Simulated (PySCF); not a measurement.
# C4H4ClF3: runs on many settings

Aim: see how C4H4ClF3 (`FC(F)(F)C1(Cl)CC1`) answers to the choice of functional, basis, grid and SCF options.

Programs: PySCF 2.14.0, with density-fitted response routines of our own. Each step states its level of theory. These are calculated values for one molecule, in the gas phase or a continuum, unless marked as measured. Atoms count from 0, in the outputs and in this text.

### Step 1. Starting geometry

12 atoms, charge 0, multiplicity 1; geometry from: GFN2-xTB.

Bonds of the start (Å): F0–C1 1.34, C1–F2 1.34, C1–F3 1.34, C1–C4 1.51, C4–Cl5 1.76, C4–C6 1.50, C6–C7 1.50, C7–C4 1.50, C6–H8 1.08, C6–H9 1.08, C7–H10 1.08, C7–H11 1.08.

### Step 2. Shielding tensors: PBE0/pcSseg-1

What the job is given:

```
{"job": {"kind": "nmr", "xc": "PBE0", "basis": "pcSseg-1"}, "charge": 0, "multiplicity": 1}
F      1.383177     0.360125    -1.404648
C      1.417017    -0.140764    -0.158797
F      2.265856     0.627958     0.534190
F      1.981496    -1.350893    -0.253046
C      0.040556    -0.187773     0.457243
Cl     0.115346    -0.844625     2.090719
C     -1.145768    -0.488684    -0.407906
C     -0.948569     0.892602     0.139701
H     -0.967473    -0.663398    -1.458615
H     -1.919173    -1.105547     0.021446
H     -0.634178     1.678768    -0.530553
H     -1.587090     1.221546     0.944238
```

Level: GIAO PBE0/pcSseg-1 NMR shielding, non-relativistic, gas phase.

Started as:

```console
$ OMP_NUM_THREADS=1 python probes_run.py task.json out
```

The driver reads the jobs from task.json and runs them one after another.

What it wrote:

```text
coarse grid: 11712 points
cycle   1  E = -913.6623863756  dE =  1.389e+00  |g| = 9.084e-01  |ddm| = 3.150e+00
cycle   2  E = -913.4904079240  dE =  1.720e-01  |g| = 1.409e+00  |ddm| = 1.293e+00
cycle   3  E = -913.8062013072  dE = -3.158e-01  |g| = 6.833e-02  |ddm| = 8.337e-01
cycle   4  E = -913.8068054591  dE = -6.042e-04  |g| = 4.592e-02  |ddm| = 9.560e-02
cycle   5  E = -913.8072890889  dE = -4.836e-04  |g| = 8.494e-03  |ddm| = 4.820e-02
cycle   6  E = -913.8073046328  dE = -1.554e-05  |g| = 1.847e-03  |ddm| = 1.163e-02
cycle   7  E = -913.8073051943  dE = -5.615e-07  |g| = 4.501e-04  |ddm| = 2.071e-03
final grid: 112880 points
cycle   8  E = -913.8710770142  dE = -4.734e-05  |g| = 7.341e-03  |ddm| = 2.686e-02
cycle   9  E = -913.8710698476  dE =  7.167e-06  |g| = 9.514e-03  |ddm| = 1.313e-02
cycle  10  E = -913.8710883570  dE = -1.851e-05  |g| = 1.085e-03  |ddm| = 7.815e-03
cycle  11  E = -913.8710885331  dE = -1.760e-07  |g| = 3.071e-04  |ddm| = 1.127e-03
cycle  12  E = -913.8710885518  dE = -1.874e-08  |g| = 8.550e-05  |ddm| = 2.837e-04
cycle  13  E = -913.8710885534  dE = -1.613e-09  |g| = 1.290e-05  |ddm| = 9.664e-05
cycle  14  E = -913.8710885534  dE = -3.888e-11  |g| = 2.724e-06  |ddm| = 1.534e-05
converged SCF energy = -913.8710885534

GIAO shielding tensors (ppm)
atom      isotropic    diamagn.    paramagn.     s11        s22        s33       span
  0 F      267.169     474.604    -207.435    182.762    268.364    350.383    167.621
  1 C       52.879     237.861    -184.982     44.719     55.712     58.205     13.486
  2 F      255.211     471.077    -215.866    170.031    252.844    342.757    172.726
  3 F      255.239     471.082    -215.843    170.057    252.818    342.843    172.786
  4 C      140.093     250.818    -110.725    108.909    113.586    197.784     88.875
  5 Cl     795.097    1146.087    -350.990    577.226    711.253   1096.811    519.586
  6 C      170.597     250.760     -80.162    135.239    175.767    200.786     65.548
  7 C      170.573     250.752     -80.180    135.159    175.786    200.772     65.613
  8 H       30.305      30.211       0.094     24.199     27.994     38.723     14.524
  9 H       30.554      29.922       0.633     24.782     27.630     39.250     14.468
 10 H       30.303      30.212       0.091     24.199     27.990     38.721     14.522
 11 H       30.553      29.920       0.633     24.778     27.633     39.249     14.471
```

It took 33 s on 1 thread of Intel Xeon Platinum 8259CL at 2.50GHz, shared host; peak memory 0.74 GiB.

The references, computed at this level on geometries of the same kind, shield at (ppm): ¹H TMS 31.72, ¹³C TMS 186.9, ¹⁹F CFCl3 170.9, ³⁵Cl HCl 950. Their shielding less the atom's gives the shift. The references are single molecules in the gas phase, so shifts against H2O, NH3, PH3, H3PO4 or CFCl3 are not on the usual liquid scales and can be off by tens of ppm. Atoms listed in one row are averaged.

| atoms | environment | σ (ppm) | δ (ppm) | δ scaled to CDCl3 |
| --- | --- | --- | --- | --- |
| C1 | CF3 carbon | 52.9 | 134.0 | 128.9 |
| C4 | three-membered-ring carbon bearing a halogen | 140.1 | 46.8 | 43.8 |
| C6, C7 | three-membered-ring carbon | 170.6 | 16.3 | 14.0 |
| H8, H10 | hydrogen on a three-membered-ring carbon | 30.30 | 1.41 | 1.44 |
| H9, H11 | hydrogen on a three-membered-ring carbon | 30.55 | 1.16 | 1.20 |
| F0, F2, F3 | fluorine of a CF3 group | 259.2 | -88.3 | – |
| Cl5 | chlorine bonded to C | 795 | 155 | – |

The scaled column applies a straight-line fit of computed shieldings to shifts measured in CDCl3, with any fitted terms for Cl, Br or S neighbours, and one for carbons that bear F (root-mean-square error 0.16 ppm for H, 1.9 ppm for C).

The run also stored atomic charges by several schemes (e):

| atoms | Mulliken | IAO | Hirshfeld | ESP fit |
| --- | --- | --- | --- | --- |
| F0, F2, F3 | -0.26 | -0.28 | -0.09 | -0.17 |
| C1 | 0.93 | 0.80 | 0.25 | 0.54 |
| C4 | -0.48 | -0.04 | 0.00 | -0.12 |
| Cl5 | -0.04 | -0.05 | -0.04 | -0.05 |
| C6, C7 | -0.12 | -0.28 | -0.09 | -0.26 |

Mayer bond orders: F0–C1 0.98, C1–F2 1.02, C1–F3 1.02, C1–C4 0.92, C4–Cl5 1.08, C4–C6 0.90, C6–C7 0.96, C7–C4 0.90.

Ring of atoms C4, C6, C7: NICS(0) -42.2, NICS(1) -8.4, NICS(1)zz -22.1 ppm (means of both faces).

The two faces differ (NICS(1)zz -24.9 and -19.4 ppm).

In rings of three or four atoms NICS is ruled by the nearby σ bonds, so it says little on aromaticity.

### Step 3. TDDFT and polarisability: PBE0/def2-SVPD

The job, as its differences from that of step 2:

```diff
@@ -1,2 +1,2 @@
-{"job": {"kind": "nmr", "xc": "PBE0", "basis": "pcSseg-1"}, "charge": 0, "multiplicity": 1}
+{"job": {"kind": "uv", "xc": "PBE0", "basis": "def2-SVPD", "nstates": 6, "ntriplets": 2}, "charge": 0, "multiplicity": 1}
 F      1.383177     0.360125    -1.404648
```

With the program's defaults for keys left out, this is: TDDFT PBE0/def2-SVPD, vertical, gas phase, core orbitals frozen in the response.

What it wrote:

```text
coarse grid: 11712 points
cycle   1  E = -913.2431493074  dE =  1.327e+00  |g| = 8.537e-01  |ddm| = 5.236e+00
cycle   2  E = -913.0874664514  dE =  1.557e-01  |g| = 1.309e+00  |ddm| = 2.788e+00
cycle   3  E = -913.3766710444  dE = -2.892e-01  |g| = 7.015e-02  |ddm| = 1.873e+00
cycle   4  E = -913.3774273079  dE = -7.563e-04  |g| = 4.176e-02  |ddm| = 2.436e-01
cycle   5  E = -913.3778348156  dE = -4.075e-04  |g| = 8.556e-03  |ddm| = 1.006e-01
cycle   6  E = -913.3778520466  dE = -1.723e-05  |g| = 1.549e-03  |ddm| = 2.402e-02
cycle   7  E = -913.3778525550  dE = -5.084e-07  |g| = 4.073e-04  |ddm| = 3.287e-03
final grid: 112880 points
cycle   8  E = -913.4821270027  dE = -3.899e-05  |g| = 6.941e-03  |ddm| = 1.241e-01
cycle   9  E = -913.4821197226  dE =  7.280e-06  |g| = 9.322e-03  |ddm| = 2.468e-02
cycle  10  E = -913.4821379311  dE = -1.821e-05  |g| = 8.826e-04  |ddm| = 1.324e-02
cycle  11  E = -913.4821380915  dE = -1.605e-07  |g| = 2.228e-04  |ddm| = 1.953e-03
cycle  12  E = -913.4821381016  dE = -1.007e-08  |g| = 7.680e-05  |ddm| = 6.684e-04
cycle  13  E = -913.4821381030  dE = -1.405e-09  |g| = 1.021e-05  |ddm| = 2.703e-04
cycle  14  E = -913.4821381030  dE = -2.228e-11  |g| = 2.500e-06  |ddm| = 3.407e-05
converged SCF energy = -913.4821381030

Static polarisability (au): isotropic 61.197, principal 56.027 59.905 67.658

Singlet excitations
state   eV       nm        f      main configurations
  1   6.7663    183.2   0.00046   H->L 0.98
  2   7.3267    169.2   0.00304   H-1->L 0.98
  3   8.1386    152.3   0.04064   H->L+1 0.96
  4   8.6477    143.4   0.02174   H-2->L 0.34, H->L+2 0.31, H-1->L+1 0.29
  5   8.6852    142.8   0.00226   H->L+2 0.59, H-1->L+1 0.36
  6   8.7375    141.9   0.00433   H->L+3 0.81, H->L+4 0.13

Triplet excitations (Tamm-Dancoff, eV): 6.0663 6.6543
```

Wall time 44 s (1 thread of Intel Xeon Platinum 8259CL at 2.50GHz, shared host); peak memory 0.85 GiB.

The orbitals next to the gap, with their largest atomic shares:

| orbital | eV | atoms |
| --- | --- | --- |
| HOMO−3 | -10.88 | Cl5 22 %, C4 21 %, C6 14 % |
| HOMO−2 | -10.33 | Cl5 28 %, C6 23 %, C7 23 % |
| HOMO−1 | -9.08 | Cl5 58 %, C6 11 %, C7 11 % |
| HOMO | -8.53 | Cl5 57 %, C4 18 %, C7 9 % |
| LUMO | -0.07 | Cl5 51 %, C4 23 %, C6 5 % |
| LUMO+1 | 0.69 | C6 17 %, C7 17 %, Cl5 12 % |
| LUMO+2 | 1.21 | Cl5 18 %, C7 11 %, C6 11 % |

With each of the 6 states as a Gaussian band of 0.4 eV half-width at 1/e, the curve within the window shown has maxima at 150 nm (ε 1,900) L/(mol cm). Beyond the last state computed it falls off for lack of states. The curve at chosen wavelengths:

```csv
nm,ε (L/mol/cm)
137,493
140,1006
142,1317
145,1638
147,1788
150,1918
152,1865
155,1508
157,1155
160,657
162,425
165,236
167,181
170,143
172,124
175,95
177,76
180,53
182,41
185,28
187,22
190,15
192,11
195,7
197,5
200,2
```

Further results of this job:

| property | computed |
| --- | --- |
| dipole moment (D) | 2.83 |
| polarisability (Å³) | 9.07 |
| HOMO–LUMO gap (eV) | 8.46 |
| −ε(HOMO) (eV) | 8.53 |

### Step 4. TDDFT and polarisability: PBE/def2-SVPD in chloroform

The job, as its differences from that of step 3:

```diff
@@ -1,2 +1,2 @@
-{"job": {"kind": "uv", "xc": "PBE0", "basis": "def2-SVPD", "nstates": 6, "ntriplets": 2}, "charge": 0, "multiplicity": 1}
+{"job": {"kind": "uv", "xc": "PBE", "basis": "def2-SVPD", "solvent": "chloroform", "nstates": 6, "ntriplets": 2, "tda": true, "grid": 3}, "charge": 0, "multiplicity": 1}
 F      1.383177     0.360125    -1.404648
```

Method: TDA PBE/def2-SVPD, vertical, IEF-PCM chloroform (non-equilibrium linear response), core orbitals frozen in the response.

What it wrote:

```text
coarse grid: 11712 points
cycle   1  E = -913.1633446874  dE =  1.129e+00  |g| = 8.439e-01  |ddm| = 5.485e+00
cycle   2  E = -912.8294614914  dE =  3.339e-01  |g| = 1.645e+00  |ddm| = 2.859e+00
cycle   3  E = -913.2921870919  dE = -4.627e-01  |g| = 1.039e-01  |ddm| = 2.065e+00
cycle   4  E = -913.2939568647  dE = -1.770e-03  |g| = 6.497e-02  |ddm| = 3.360e-01
cycle   5  E = -913.2949418145  dE = -9.849e-04  |g| = 1.419e-02  |ddm| = 1.437e-01
cycle   6  E = -913.2949891486  dE = -4.733e-05  |g| = 3.677e-03  |ddm| = 3.726e-02
cycle   7  E = -913.2949922206  dE = -3.072e-06  |g| = 1.029e-03  |ddm| = 6.816e-03
final grid: 157376 points
cycle   8  E = -913.4350800639  dE = -4.839e-05  |g| = 1.322e-02  |ddm| = 1.778e-01
cycle   9  E = -913.4350014534  dE =  7.861e-05  |g| = 2.371e-02  |ddm| = 4.390e-02
cycle  10  E = -913.4351174227  dE = -1.160e-04  |g| = 1.979e-03  |ddm| = 2.985e-02
cycle  11  E = -913.4351182367  dE = -8.139e-07  |g| = 4.997e-04  |ddm| = 3.870e-03
cycle  12  E = -913.4351182932  dE = -5.654e-08  |g| = 1.129e-04  |ddm| = 1.315e-03
cycle  13  E = -913.4351182962  dE = -2.977e-09  |g| = 1.921e-05  |ddm| = 3.905e-04
cycle  14  E = -913.4351182963  dE = -7.117e-11  |g| = 8.334e-06  |ddm| = 5.718e-05
converged SCF energy = -913.4351182963

Static polarisability (au): isotropic 77.882, principal 72.032 75.240 86.375

Singlet excitations
state   eV       nm        f      main configurations
  1   6.3799    194.3   0.00072   H->L 0.99
  2   6.8110    182.0   0.00649   H-1->L 0.98
  3   7.3080    169.7   0.03605   H->L+1 1.00
  4   7.8131    158.7   0.01533   H-1->L+1 0.90
  5   7.8665    157.6   0.01100   H-2->L 0.72, H->L+2 0.22
  6   7.8924    157.1   0.01467   H->L+3 1.00

Triplet excitations (Tamm-Dancoff, eV): 5.7386 6.2905
```

It took 39 s on 1 thread of Intel Xeon Platinum 8259CL at 2.50GHz, shared host; peak memory 0.79 GiB.

In short: HOMO -7.08 eV, LUMO -1.02 eV; lowest singlet 6.38 eV.

### Step 5. Excited states and response: wB97X-D/ANO-RCC-VDZP

The job, as its differences from that of step 4:

```diff
@@ -1,2 +1,2 @@
-{"job": {"kind": "uv", "xc": "PBE", "basis": "def2-SVPD", "solvent": "chloroform", "nstates": 6, "ntriplets": 2, "tda": true, "grid": 3}, "charge": 0, "multiplicity": 1}
+{"job": {"kind": "uv", "xc": "wB97X-D", "basis": "ANO-RCC-VDZP", "nstates": 25, "ntriplets": 2, "tda": false}, "charge": 0, "multiplicity": 1}
 F      1.383177     0.360125    -1.404648
```

With the program's defaults for keys left out, this is: TDDFT wB97X-D/ANO-RCC-VDZP, vertical, gas phase, core orbitals frozen in the response.

What it wrote:

```text
coarse grid: 11712 points
cycle   1  E = -913.9776617228  dE =  1.679e+00  |g| = 9.839e-01  |ddm| = 4.782e+00
cycle   2  E = -913.9245728515  dE =  5.309e-02  |g| = 1.204e+00  |ddm| = 1.554e+00
cycle   3  E = -914.1693353074  dE = -2.448e-01  |g| = 5.023e-02  |ddm| = 7.945e-01
cycle   4  E = -914.1698787597  dE = -5.435e-04  |g| = 2.428e-02  |ddm| = 7.346e-02
cycle   5  E = -914.1700135035  dE = -1.347e-04  |g| = 5.165e-03  |ddm| = 2.580e-02
cycle   6  E = -914.1700213027  dE = -7.799e-06  |g| = 1.878e-03  |ddm| = 8.405e-03
final grid: 112880 points
cycle   7  E = -914.1831262002  dE = -1.204e-04  |g| = 9.884e-03  |ddm| = 5.127e-02
cycle   8  E = -914.1831274659  dE = -1.266e-06  |g| = 1.017e-02  |ddm| = 1.585e-02
cycle   9  E = -914.1831473416  dE = -1.988e-05  |g| = 8.626e-04  |ddm| = 7.689e-03
cycle  10  E = -914.1831474864  dE = -1.448e-07  |g| = 3.853e-04  |ddm| = 1.083e-03
cycle  11  E = -914.1831475209  dE = -3.449e-08  |g| = 6.647e-05  |ddm| = 3.778e-04
cycle  12  E = -914.1831475221  dE = -1.184e-09  |g| = 1.173e-05  |ddm| = 7.101e-05
cycle  13  E = -914.1831475221  dE = -5.730e-11  |g| = 3.935e-06  |ddm| = 2.930e-05
converged SCF energy = -914.1831475221

Static polarisability (au): isotropic 53.143, principal 47.842 50.742 60.843

Singlet excitations
state   eV       nm        f      main configurations
  1   6.8831    180.1   0.00017   H->L 0.91
  2   7.4718    165.9   0.00238   H-1->L 0.90
  3   8.5988    144.2   0.04061   H->L+1 0.89
  4   8.9085    139.2   0.01186   H-2->L 0.77, H-1->L+1 0.10
  5   9.1317    135.8   0.01409   H-1->L+1 0.72, H-2->L+1 0.12, H-2->L 0.10
  6   9.2642    133.8   0.00056   H-3->L 0.48, H->L+3 0.35
  7   9.5120    130.3   0.01298   H->L+2 0.94
  8   9.5765    129.5   0.00214   H->L+3 0.53, H-3->L 0.37
  9   9.9507    124.6   0.03746   H->L+4 0.42, H-1->L+3 0.37, H-2->L+1 0.11
 10   9.9812    124.2   0.02175   H-1->L+2 0.87, H-2->L+2 0.09
 11   9.9940    124.1   0.09843   H->L+4 0.49, H-1->L+3 0.27, H-2->L+1 0.10
 12  10.4090    119.1   0.04205   H-1->L+4 0.90
 13  10.4174    119.0   0.01038   H-2->L+1 0.60, H-1->L+3 0.18, H-2->L+3 0.11
 14  10.4920    118.2   0.07308   H-5->L 0.78, H-3->L 0.09
 15  10.6265    116.7   0.33474   H-4->L 0.82
 16  10.7260    115.6   0.00912   H-3->L+1 0.56, H-5->L+1 0.26, H->L+5 0.08
 17  10.9182    113.6   0.00731   H->L+5 0.81
 18  11.1674    111.0   0.03734   H-2->L+2 0.84
 19  11.2611    110.1   0.01251   H-5->L+1 0.57, H-3->L+1 0.22
 20  11.2959    109.8   0.08078   H-2->L+3 0.77
 21  11.4370    108.4   0.13411   H-4->L+1 0.44, H-3->L+2 0.20, H-5->L+2 0.19
 22  11.4379    108.4   0.00036   H-6->L 0.87
 23  11.5397    107.4   0.13135   H-2->L+4 0.76
 24  11.6006    106.9   0.13276   H-1->L+5 0.74, H-4->L+1 0.09
 25  11.7402    105.6   0.01815   H-3->L+2 0.52, H-4->L+1 0.22, H->L+6 0.16

Triplet excitations (Tamm-Dancoff, eV): 6.1869 6.7719
```

Run time: 57 s. Hardware: 1 thread of Intel Xeon Platinum 8259CL at 2.50GHz, shared host; peak memory 0.78 GiB.

This run: HOMO -10.35 eV, LUMO 1.84 eV; lowest singlet 6.88 eV.

### Step 6. Shielding tensors: PBE0/pcseg-1

What the job is given:

```
{"job": {"kind": "nmr", "xc": "PBE0", "basis": "pcseg-1", "pop": true, "scf": {"max_cycle": 61}}, "charge": 0, "multiplicity": 1}
F      1.424672     0.370929    -1.446787
C      1.459528    -0.144987    -0.163561
F      2.333832     0.646797     0.550216
F      2.040941    -1.391420    -0.260637
C      0.041773    -0.193406     0.470960
Cl     0.118806    -0.869964     2.153441
C     -1.180141    -0.503345    -0.420143
C     -0.977026     0.919380     0.143892
H     -0.996497    -0.683300    -1.502373
H     -1.976748    -1.138713     0.022089
H     -0.653203     1.729131    -0.546470
H     -1.634703     1.258192     0.972565
```

Level: GIAO PBE0/pcseg-1 NMR shielding, non-relativistic, gas phase.

What it wrote:

```text
final grid: 112880 points
cycle   1  E = -913.6491497888  dE =  9.506e-01  |g| = 8.808e-01  |ddm| = 3.490e+00
cycle   2  E = -913.4024986640  dE =  2.467e-01  |g| = 1.503e+00  |ddm| = 1.673e+00
cycle   3  E = -913.8024164498  dE = -3.999e-01  |g| = 6.460e-02  |ddm| = 1.087e+00
cycle   4  E = -913.8029295875  dE = -5.131e-04  |g| = 4.432e-02  |ddm| = 9.926e-02
cycle   5  E = -913.8033871339  dE = -4.575e-04  |g| = 9.176e-03  |ddm| = 5.125e-02
cycle   6  E = -913.8034067383  dE = -1.960e-05  |g| = 1.970e-03  |ddm| = 1.364e-02
cycle   7  E = -913.8034076002  dE = -8.619e-07  |g| = 4.263e-04  |ddm| = 2.891e-03
cycle   8  E = -913.8034076386  dE = -3.843e-08  |g| = 1.692e-04  |ddm| = 6.825e-04
cycle   9  E = -913.8034076439  dE = -5.249e-09  |g| = 5.078e-05  |ddm| = 1.715e-04
cycle  10  E = -913.8034076444  dE = -4.841e-10  |g| = 9.051e-06  |ddm| = 5.527e-05
converged SCF energy = -913.8034076444

GIAO shielding tensors (ppm)
atom      isotropic    diamagn.    paramagn.     s11        s22        s33       span
  0 F      251.205     474.989    -223.784    155.774    242.455    355.386    199.613
  1 C       46.392     238.615    -192.223     37.545     49.459     52.171     14.626
  2 F      239.119     471.750    -232.632    142.294    225.370    349.692    207.398
  3 F      239.133     471.755    -232.622    142.316    225.311    349.772    207.456
  4 C      127.697     250.353    -122.655     92.372    100.796    189.923     97.551
  5 Cl     743.707    1146.318    -402.611    487.089    648.852   1095.181    608.091
  6 C      169.958     250.552     -80.594    134.038    176.622    199.215     65.177
  7 C      169.935     250.544     -80.609    133.972    176.632    199.201     65.229
  8 H       29.275      29.145       0.129     23.576     27.245     37.003     13.427
  9 H       29.501      28.930       0.571     24.175     26.812     37.516     13.341
 10 H       29.273      29.146       0.127     23.576     27.242     37.002     13.426
 11 H       29.500      28.928       0.572     24.172     26.814     37.515     13.343
```

Wall time 22 s (1 thread of Intel Xeon Platinum 8259CL at 2.50GHz, shared host); peak memory 0.69 GiB.

All coordinates were scaled by 1.03, so these values belong to a distorted geometry and are kept out of the summary. Its HOMO lies at -8.60 eV, against -8.49 eV in step 2 (PBE0/pcSseg-1), a different level, so the two don't compare directly.

### Step 7. Comparing the runs: electronic excitations

Excitations and ground-state properties, with basis size and wall time:

| run | lowest singlet (eV) | brightest (eV) | f | gap (eV) | α (Å³) | μ (D) | functions | time |
| --- | --- | --- | --- | --- | --- | --- | --- | --- |
| PBE0/def2-SVPD | 6.77 | 8.14 | 0.041 | 8.46 | 9.07 | 2.83 | 208 | 44 s |
| PBE/def2-SVPD in chloroform | 6.38 | 7.31 | 0.036 | 6.06 | 11.54 | 3.28 | 208 | 39 s |
| wB97X-D/ANO-RCC-VDZP | 6.88 | 10.63 | 0.335 | 12.19 | 7.87 | 3.01 | 136 | 57 s |

### Step 8. Summary of results

| quantity | value |
| --- | --- |
| ¹³C shifts against TMS (PBE0/pcSseg-1, means over atoms taken as alike) | 134.0, 46.8, 16.3 ppm |
| ¹H shifts against TMS (PBE0/pcSseg-1, means over atoms taken as alike) | 1.41, 1.16 ppm |
| ¹⁹F shifts against CFCl3 (PBE0/pcSseg-1, means over atoms taken as alike) | -88.3 ppm |
| ³⁵Cl shifts against HCl (PBE0/pcSseg-1) | 155 ppm |
| lowest singlet (PBE0/def2-SVPD) | 6.77 eV (183 nm), f = 0.000 |
| brightest single state of those computed | state 3, 8.14 eV, f = 0.041 |
| lowest triplet | 6.07 eV |
| range of the lowest singlet | 6.38 to 6.88 eV |
| property runs in this session | 5, of which 0 failed and 1 gave unsound results |

In words: Single values in the summary come from the first run of each kind that ended normally (PBE0/pcSseg-1; PBE0/def2-SVPD), which need not be the best level. At PBE0/pcSseg-1: The largest span, 520 ppm, is at Cl5, where the paramagnetic term is -351 ppm. The lowest singlet, at 6.77 eV, is HOMO→LUMO 0.98 and is dark; of the 6 states computed, the strongest absorption comes from state 3 at 8.14 eV. The lowest triplet lies 0.70 eV below the lowest singlet (triplets in Tamm-Dancoff, singlets in full TDDFT). The lowest singlet runs from 6.38 eV (PBE/def2-SVPD in chloroform) to 6.88 eV (wB97X-D/ANO-RCC-VDZP), while the orbital gap spans 6.06 to 12.19 eV. The lowest state need not be the same one in every run. The runs solved for a few states only, so the brightest column depends on that window.
